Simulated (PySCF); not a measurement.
# C2H9B2N: the cost of one run

Programs: PySCF 2.14.0, with density-fitted response routines of our own. Each step states its level of theory. These are calculated values for one molecule in the gas phase, unless marked as measured. Atoms are numbered from 0 throughout.

### Step 1. The molecule as given

14 atoms, charge 0, multiplicity 1; geometry from: GFN2-xTB. The atoms were then displaced at random by about 0.01 Å, so the start is not that level's minimum.

Bonds of the start (Å): B0–N1 1.43, N1–B2 1.42, B2–C3 1.53, C3–C4 1.55, B0–H5 1.14, B0–H6 1.18, N1–H7 0.99, B2–H8 1.17, C3–H9 1.10, C3–H10 1.09, C4–H11 1.08, C4–H12 1.07, C4–H13 1.11.

### Step 2. Optimising the geometry at PBE0-D3(BJ)/def2-SVP

What the job is given:

```
{"job": {"xc": "PBE0", "basis": "def2-SVP", "d3": "d3bj", "grid": 1, "shake": 0.01, "kind": "geom"}, "charge": 0, "multiplicity": 1}
B      2.511910    -0.025180     0.763100
N      1.121300     0.088850     0.432110
B      0.491970     0.852930    -0.592460
C     -1.024650     0.832440    -0.812470
C     -1.884420    -0.055310     0.124090
H      2.821160    -0.686710     1.642850
H      3.277850     0.613350     0.138430
H      0.512930    -0.454620     0.996940
H      1.187610     1.524350    -1.252320
H     -1.437940     1.853270    -0.738170
H     -1.266910     0.516750    -1.830420
H     -2.936830     0.018260    -0.094700
H     -1.613900    -1.082940     0.039640
H     -1.767250     0.269490     1.175620
```

On the command line:

```console
$ OMP_NUM_THREADS=1 python probes_run.py task.json out
```

The driver reads the jobs from task.json and runs them one after another.

**Question.** How long does this first job take on 1 thread of Arm Neoverse V2, shared host, and how much memory does it need?

About 31 s, with a peak of 0.47 GiB.
